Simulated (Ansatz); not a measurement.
# SnSeTe: the cell at several levels of theory

How does the equilibrium cell of a free-standing Janus 2H monolayer of SnSeTe depend on the functional? It is relaxed with PBE and r2SCAN. This is a trial cell built on a prototype, not taken from a measured structure, and it needn't be the compound's ground state.

Code: Ansatz 0.2.0. PAW datasets, plane waves, zero pressure. All values are calculated for a non-magnetic cell, which may be hypothetical.

## 1. The structure to begin with

In-plane lattice: a = 3.597 Å, b = 3.597 Å, γ = 120.0°; thickness between the outer nuclei 3.51 Å. Sn has 3 Te at 2.72 Å and 3 Se at 2.72 Å; Se has 3 Sn at 2.72 Å; Te has 3 Sn at 2.72 Å.

Structure file:

```xyz
3
Lattice="3.5972 0.0000 0.0000 -1.7986 3.1153 0.0000 0.0000 0.0000 18.0000" Properties=species:S:1:pos:R:3 pbc="T T F"
Sn    0.0000    2.0769    9.0000
Se    1.7986    1.0384   10.7561
Te    1.7986    1.0384    7.2439
```
Periodic in the plane only; c spans the vacuum.

## 2. PBE: cell and atoms

File input.yaml:

```yaml
crystal:
  lattice:
    - [3.597212135, 0.0, 0.0]
    - [-1.7986060675, 3.1152770917, 0.0]
    - [0.0, 0.0, 18.0]
  atoms:
    - { symbol: Sn, position: [0.3333333333, 0.6666666667, 0.5] }
    - { symbol: Se, position: [0.6666666667, 0.3333333333, 0.5975621839] }
    - { symbol: Te, position: [0.6666666667, 0.3333333333, 0.4024378161] }
  periodic: [true, true, false]
kpoints:
  mp_grid: { grid: [12, 12, 1] }
hamiltonian:
  xc: pbe
scf:
  occupations: { method: fermi_dirac, width: 0.02 }
relax:
  f_tol: 0.005
  cell: {}
```

After this run come: r2SCAN: cell and atoms.

Before running it: what results should come out? Wanted: for each run, a; area; SCF geometries.

The runs gave:

```
 level  a (Å)  area (Å²/atom)  SCF geometries
   PBE  3.762           4.085              10
r2SCAN  3.860           4.301              14
```

In words: The first relaxation changed the area by +9.3 % from the start. The area runs from PBE (least) to r2SCAN (most), a spread of 5.3 %, or 2.6 % in length if all axes shared it alike.
